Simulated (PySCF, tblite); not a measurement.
# C₃H₁₂GaNO: geometry, infrared bands and NMR shifts

Aim: predict the infrared bands and NMR shifts of C₃H₁₂GaNO (`CC[C@H](O)[GaH2-][NH3+]`).

The runs use tblite 0.8.0 and PySCF 2.14.0, with density-fitted response routines of our own; the level of theory stands in each step. All values are computed, except where a source is named. Atoms count from 0, in the outputs and in this text.

## (1) The starting structure

18 atoms, charge 0, multiplicity 1; geometry from: force field or distance geometry start.

Bonds of the start (Å): C0–C1 1.50, C1–C2 1.49, C2–O3 1.41, C2–Ga4 1.97, Ga4–N5 1.91, C0–H6 1.12, C0–H7 1.12, C0–H8 1.10, C1–H9 1.13, C1–H10 1.11, C2–H11 1.13, O3–H12 0.99, Ga4–H13 1.61, Ga4–H14 1.63, N5–H15 1.06, N5–H16 1.03, N5–H17 1.06.

## (2) Relaxing the molecule with GFN2-xTB

Job settings and geometry (Å):

```
{"job": {"kind": "relax", "xc": "GFN2-xTB", "basis": "xTB"}, "charge": 0, "multiplicity": 1}
C     -1.519800    -1.044600    -0.035000
C     -1.540000     0.454100    -0.116200
C     -0.445300     1.068600    -0.919900
O     -0.465000     0.689300    -2.274200
Ga     1.372500     0.897300    -0.182800
N      1.970500    -0.909800    -0.064600
H     -2.577200    -1.407800    -0.090500
H     -1.125600    -1.336200     0.970900
H     -0.923100    -1.555300    -0.807700
H     -1.594300     0.870200     0.933700
H     -2.506900     0.746300    -0.582100
H     -0.684800     2.175200    -0.942000
H     -0.211300    -0.266600    -2.297400
H      1.556800     1.651800     1.232700
H      2.347200     1.702800    -1.219100
H      2.801200    -0.944500     0.598900
H      1.222500    -1.531600     0.262100
H      2.313900    -1.252900    -1.007900
```

Command:

```bash
$ OMP_NUM_THREADS=1 python probes_run.py task.json out
```

This one command runs all jobs of the session in turn.

Log:

```text
step      E/eV     max force
  0    -562.05788    3.055
  1    -562.41585    2.220
  2    -562.55333    1.312
  3    -562.63775    0.582
  4    -562.68914    0.692
  5    -562.72394    0.604
  6    -562.75088    0.350
  7    -562.76863    0.313
  8    -562.78220    0.312
  9    -562.79027    0.243
 10    -562.79764    0.225
 11    -562.80565    0.205
 12    -562.81283    0.249
 13    -562.81866    0.318
 14    -562.82415    0.292
 15    -562.82998    0.178
 16    -562.83561    0.163
 17    -562.84046    0.162
 18    -562.84420    0.180
 19    -562.84737    0.138
 20    -562.85107    0.192
 21    -562.85649    0.258
 22    -562.86461    0.293
 23    -562.87521    0.330
 24    -562.88682    0.282
 25    -562.89808    0.293
 26    -562.90736    0.263
 27    -562.91531    0.232
 28    -562.92192    0.194
 29    -562.92767    0.221
 30    -562.93183    0.231
 31    -562.93797    0.236
 32    -562.94368    0.228
 33    -562.94860    0.120
 34    -562.95046    0.129
 35    -562.95282    0.107
 36    -562.95474    0.100
 37    -562.95681    0.109
 38    -562.95859    0.111
 39    -562.96030    0.101
 40    -562.96184    0.094
 41    -562.96310    0.111
 42    -562.96404    0.084
 43    -562.96482    0.071
 44    -562.96563    0.062
 45    -562.96653    0.075
 46    -562.96750    0.095
 47    -562.96857    0.091
 48    -562.96966    0.069
 49    -562.97073    0.066
 50    -562.97182    0.091
 51    -562.97295    0.109
 52    -562.97412    0.100
 53    -562.97523    0.069
 54    -562.97631    0.075
 55    -562.97756    0.127
 56    -562.97932    0.152
 57    -562.98150    0.121
 58    -562.98353    0.111
 59    -562.98472    0.215
 60    -562.98656    0.143
 61    -562.98893    0.172
 62    -562.99480    0.292
 63    -563.00028    0.500
 64    -563.00830    0.349
 65    -562.98218    2.030
 66    -563.03132    0.308
 67    -563.04785    0.360
 68    -563.05087    2.134
 69    -563.09678    0.349
 70    -563.11860    0.392
 71    -563.08606    2.177
 72    -563.15104    0.340
 73    -563.16345    0.405
 74    -563.18249    1.290
 75    -563.20374    0.462
 76    -563.21662    0.290
 77    -563.23583    0.232
 78    -563.24260    0.225
 79    -563.25192    0.299
 80    -563.26160    0.216
 81    -563.27092    0.283
 82    -563.28201    0.267
 83    -563.28770    0.301
 84    -563.29310    0.185
 85    -563.29736    0.199
 86    -563.30176    0.195
 87    -563.30481    0.116
 88    -563.30660    0.082
 89    -563.30785    0.076
 90    -563.30924    0.083
 91    -563.31013    0.086
 92    -563.31093    0.058
 93    -563.31153    0.079
 94    -563.31213    0.059
 95    -563.31289    0.053
 96    -563.31386    0.071
 97    -563.31472    0.081
 98    -563.31538    0.063
 99    -563.31598    0.061
100    -563.31663    0.056
101    -563.31729    0.052
102    -563.31789    0.058
103    -563.31838    0.049
104    -563.31881    0.043
105    -563.31910    0.029
106    -563.31924    0.027
107    -563.31931    0.020
108    -563.31938    0.018
109    -563.31946    0.019
110    -563.31957    0.027
111    -563.31970    0.027
112    -563.31984    0.027
113    -563.31998    0.030
114    -563.32013    0.032
115    -563.32027    0.034
116    -563.32039    0.026
117    -563.32048    0.017
118    -563.32056    0.019
119    -563.32067    0.025
120    -563.32082    0.031
121    -563.32101    0.028
122    -563.32118    0.033
123    -563.32131    0.026
124    -563.32140    0.023
125    -563.32148    0.021
126    -563.32155    0.020
127    -563.32163    0.024
128    -563.32170    0.019
129    -563.32177    0.016
130    -563.32181    0.013
131    -563.32184    0.012
132    -563.32186    0.010
```

Wall time 1.4 s (1 thread of Arm Neoverse N1, shared host); peak memory 0.18 GiB.

The steps of the relaxation: (not every step is listed)

```csv
step,energy from step 0 (eV),largest force (eV/Å)
0,0.0000,3.0553
1,-0.3580,2.2203
2,-0.4955,1.3120
3,-0.5799,0.5824
4,-0.6313,0.6925
5,-0.6661,0.6042
6,-0.6930,0.3502
7,-0.7108,0.3135
8,-0.7243,0.3123
19,-0.7895,0.1378
30,-0.8740,0.2307
41,-0.9052,0.1113
52,-0.9162,0.0999
63,-0.9424,0.4998
74,-1.1246,1.2904
85,-1.2395,0.1995
96,-1.2560,0.0710
107,-1.2614,0.0203
118,-1.2627,0.0188
127,-1.2638,0.0235
128,-1.2638,0.0193
129,-1.2639,0.0158
130,-1.2639,0.0130
131,-1.2640,0.0120
132,-1.2640,0.0099
```

Distances of close pairs at the start and the end, largest changes first:

```
   bond  before (Å)  after (Å)  change (Å)
 Ga4–N5       1.907      2.133      +0.226
Ga4–H14       1.635      1.553      -0.082
 C2–Ga4       1.969      2.037      +0.068
Ga4–H13       1.615      1.560      -0.054
  C2–O3       1.407      1.455      +0.048
 N5–H15       1.064      1.018      -0.046
 N5–H17       1.061      1.020      -0.041
  C1–H9       1.131      1.093      -0.038
```

The next job starts from the end point, and lists it.

## (3) Infrared spectrum with GFN2-xTB

Job settings and geometry (Å):

```
{"job": {"kind": "ir", "xc": "GFN2-xTB", "basis": "xTB"}, "charge": 0, "multiplicity": 1}
C     -1.450712    -0.902428     0.334006
C     -1.740313     0.413444    -0.375953
C     -0.463302     1.062047    -0.900871
O      0.115891     0.289878    -1.989566
Ga     1.280337     1.012664     0.151593
N      2.017577    -0.942276    -0.278100
H     -2.356555    -1.323828     0.764998
H     -0.728229    -0.720950     1.134368
H     -1.033960    -1.625750    -0.366633
H     -2.200566     1.113624     0.325993
H     -2.448775     0.243103    -1.197770
H     -0.731954     2.053082    -1.303673
H     -0.471343     0.328303    -2.754195
H      1.367269     0.977446     1.708963
H      2.433372     1.774024    -0.556394
H      3.030317    -0.999881    -0.194912
H      1.604796    -1.727381     0.220948
H      1.767390    -1.018806    -1.263976
```

Log:

```text
mode    cm-1     km/mol
  1      72.6      7.67
  2      84.7      5.99
  3     106.1      0.94
  4     122.4      2.65
  5     146.9      3.26
  6     212.1     12.39
  7     238.1      2.07
  8     293.5     30.08
  9     303.4      8.17
 10     310.4     11.05
 11     377.2     34.17
 12     406.3     53.36
 13     451.1    257.33
 14     485.3     27.71
 15     535.7    113.88
 16     552.6     77.81
 17     614.1    273.42
 18     725.2    487.59
 19     810.6      7.83
 20     904.6     42.82
 21     964.0     46.26
 22    1027.9      3.79
 23    1095.8     17.93
 24    1104.4      4.81
 25    1137.1     21.69
 26    1200.7    263.46
 27    1238.0     17.86
 28    1268.1      6.68
 29    1318.5     18.98
 30    1341.6      4.05
 31    1392.3      3.09
 32    1469.0     20.49
 33    1476.2     26.98
 34    1478.0     21.08
 35    1483.2     11.65
 36    1496.3      3.30
 37    1649.1    250.53
 38    1714.5    661.23
 39    2807.4     92.89
 40    2891.8     97.55
 41    2955.6     52.06
 42    2963.8     32.49
 43    3001.7     53.08
 44    3025.7     47.03
 45    3334.1     34.30
 46    3367.9     22.89
 47    3378.9      8.74
 48    3495.2     11.84
```

Wall time 0.87 s (1 thread of Arm Neoverse N1, shared host); peak memory 0.18 GiB.

The strongest bands and the atoms that carry them (share of the mass-weighted mode):

| cm⁻¹ | km/mol | atoms |
| --- | --- | --- |
| 451 | 257.3 | H14 25 %, H12 25 %, H13 22 % |
| 536 | 113.9 | H13 23 %, H14 22 %, H16 17 %, H17 13 % |
| 614 | 273.4 | H14 51 %, H13 17 %, C2 13 % |
| 725 | 487.6 | H14 49 %, H13 47 % |
| 1201 | 263.5 | H17 31 %, H15 27 %, H16 26 %, N5 15 % |
| 1649 | 250.5 | H13 77 %, H14 21 % |
| 1714 | 661.2 | H14 77 %, H13 21 % |
| 2892 | 97.5 | H10 92 % |

## (4) Shielding tensors: PBE0/pcSseg-1

Settings changed since step 3:

```diff
@@ -1,2 +1,2 @@
-{"job": {"kind": "ir", "xc": "GFN2-xTB", "basis": "xTB"}, "charge": 0, "multiplicity": 1}
+{"job": {"kind": "nmr", "xc": "PBE0", "basis": "pcSseg-1"}, "charge": 0, "multiplicity": 1}
 C     -1.450712    -0.902428     0.334006
```

With the program's defaults for keys left out, this is: GIAO PBE0/pcSseg-1 NMR shielding, non-relativistic, gas phase.

Log:

```text
coarse grid: 62920 points
cycle   1  E = -2175.4470928629  dE = -2.197e-01  |g| = 1.110e+00  |ddm| = 3.624e+00
cycle   2  E = -2175.3494213818  dE =  9.767e-02  |g| = 1.351e+00  |ddm| = 1.442e+00
cycle   3  E = -2175.5840501352  dE = -2.346e-01  |g| = 1.451e-01  |ddm| = 9.658e-01
cycle   4  E = -2175.5874762481  dE = -3.426e-03  |g| = 6.285e-02  |ddm| = 1.377e-01
cycle   5  E = -2175.5880349185  dE = -5.587e-04  |g| = 1.037e-02  |ddm| = 4.406e-02
cycle   6  E = -2175.5880547102  dE = -1.979e-05  |g| = 2.417e-03  |ddm| = 1.083e-02
cycle   7  E = -2175.5880559923  dE = -1.282e-06  |g| = 7.514e-04  |ddm| = 2.465e-03
final grid: 133584 points
cycle   8  E = -2175.5880370829  dE = -9.700e-08  |g| = 9.208e-04  |ddm| = 2.702e-03
cycle   9  E = -2175.5880369545  dE =  1.283e-07  |g| = 1.179e-03  |ddm| = 1.747e-03
cycle  10  E = -2175.5880372893  dE = -3.347e-07  |g| = 7.173e-05  |ddm| = 9.621e-04
cycle  11  E = -2175.5880372903  dE = -1.048e-09  |g| = 1.690e-05  |ddm| = 6.300e-05
cycle  12  E = -2175.5880372904  dE = -4.638e-11  |g| = 4.553e-06  |ddm| = 1.545e-05
converged SCF energy = -2175.5880372904

GIAO shielding tensors (ppm)
atom      isotropic    diamagn.    paramagn.     s11        s22        s33       span
  0 C      170.594     249.906     -79.312    151.924    175.309    184.548     32.624
  1 C      150.014     246.993     -96.979    135.550    147.999    166.493     30.943
  2 C      110.564     249.724    -139.160     85.686    104.286    141.720     56.034
  3 O      293.896     390.900     -97.004    234.613    280.341    366.734    132.121
  4 Ga    1498.566    2636.075   -1137.509   1449.377   1514.500   1531.823     82.446
  5 N      241.262     317.463     -76.202    223.188    243.484    257.112     33.924
  6 H       30.533      29.555       0.978     25.660     27.727     38.211     12.551
  7 H       30.314      31.786      -1.472     25.506     30.944     34.493      8.987
  8 H       30.489      32.352      -1.863     26.945     30.177     34.344      7.399
  9 H       29.832      30.724      -0.891     26.001     27.557     35.938      9.937
 10 H       29.965      30.628      -0.663     25.344     28.570     35.981     10.637
 11 H       27.514      31.918      -4.404     23.456     27.636     31.451      7.996
 12 H       31.401      33.218      -1.817     21.765     27.155     45.281     23.516
 13 H       27.076      28.529      -1.453     21.406     22.202     37.619     16.213
 14 H       27.465      28.836      -1.372     21.104     22.892     38.398     17.294
 15 H       30.001      28.400       1.601     22.960     25.246     41.798     18.837
 16 H       29.991      31.091      -1.100     23.057     26.917     39.998     16.941
 17 H       28.053      30.570      -2.518     19.861     27.328     36.970     17.109
```

It took 57 s on 1 thread of Arm Neoverse N1, shared host; peak memory 0.81 GiB.

Shifts follow as δ = σ(reference) − σ, with reference shieldings (ppm) from runs at the same level and on the same kind of geometry: 1H TMS 31.72, 13C TMS 186.9, 15N NH3 267.7, 17O H2O 336.1. The references are single molecules in the gas phase, so shifts against H2O, NH3, PH3, H3PO4 or CFCl3 are not on the usual liquid scales and can be off by tens of ppm. Atoms listed in one row are averaged.

```
        atoms                                     environment  σ (ppm)  δ (ppm)
           C2                       sp3 CH bonded to Ga and O    110.6     76.4
           C1                                         sp3 CH2    150.0     36.9
           C0                                   methyl carbon    170.6     16.3
          H13                 hydrogen on a Ga bonded to C, N    27.08     4.64
          H14                 hydrogen on a Ga bonded to C, N    27.46     4.25
          H11        hydrogen on an sp3 CH bonded to Ga and O    27.51     4.20
H15, H16, H17  hydrogen on a donor nitrogen of a Lewis adduct    29.35     2.37
           H9                          hydrogen on an sp3 CH2    29.83     1.88
          H10                          hydrogen on an sp3 CH2    29.96     1.75
   H6, H7, H8                     hydrogen on a methyl carbon    30.45     1.27
          H12                   hydrogen on an alcohol oxygen    31.40     0.32
           O3                                  alcohol oxygen    293.9     42.2
          Ga4                          Ga bonded to C, N, 2 H     1499        –
           N5                donor nitrogen of a Lewis adduct    241.3     26.5
```

The run also stored atomic charges by several schemes (e):

```
atoms  Mulliken    IAO  Hirshfeld  ESP fit
   C0     -0.31  -0.41      -0.13    -0.26
   C1     -0.18  -0.25      -0.08     0.07
   C2     -0.34  -0.19      -0.08    -0.07
   O3     -0.49  -0.56      -0.22    -0.63
  Ga4      0.59   0.38       0.27     0.47
   N5     -0.50  -0.58      -0.17    -0.51
```

Mayer bond orders: C0–C1 1.04, C1–C2 1.01, C2–O3 0.83, C2–Ga4 0.67, Ga4–N5 0.32.

## (5) Outcome

| quantity | value |
| --- | --- |
| strongest single infrared mode (GFN2-xTB) | 1714 cm⁻¹, 661 km/mol |
| zero-point energy (GFN2-xTB) | 89.8 kcal/mol |
| 13C shifts against TMS (PBE0/pcSseg-1) | 76.4, 36.9, 16.3 ppm |
| 1H shifts against TMS (PBE0/pcSseg-1, means over atoms taken as alike) | 4.64, 4.25, 4.20, 2.37, 1.88, 1.75, 1.27, 0.32 ppm |
| 17O shifts against H2O (PBE0/pcSseg-1) | 42.2 ppm |
| 15N shifts against NH3 (PBE0/pcSseg-1) | 26.5 ppm |
| shieldings of Ga (PBE0/pcSseg-1) | Ga4 1498.6 ppm |

Relaxing lowered the energy by 1.264 eV in 132 steps; the close pair that moved most is Ga4–N5, from 1.907 to 2.133 Å. All 48 modes are real, so the xTB geometry is a minimum. The strongest single mode, at 1714 cm⁻¹, moves mainly H14. GFN2-xTB is a fitted tight-binding method: band positions and strengths are rough. Its intensities can rank the bands wrongly. The most deshielded carbon is C2 (sp3 CH bonded to Ga and O), at 76.4 ppm: deshielded by the electronegative neighbour. At PBE0/pcSseg-1: Shielding is most anisotropic at O3 (span 132 ppm, paramagnetic term -97 ppm). Spin-orbit coupling is left out, which matters for shieldings and couplings at and beside the heavy atoms.
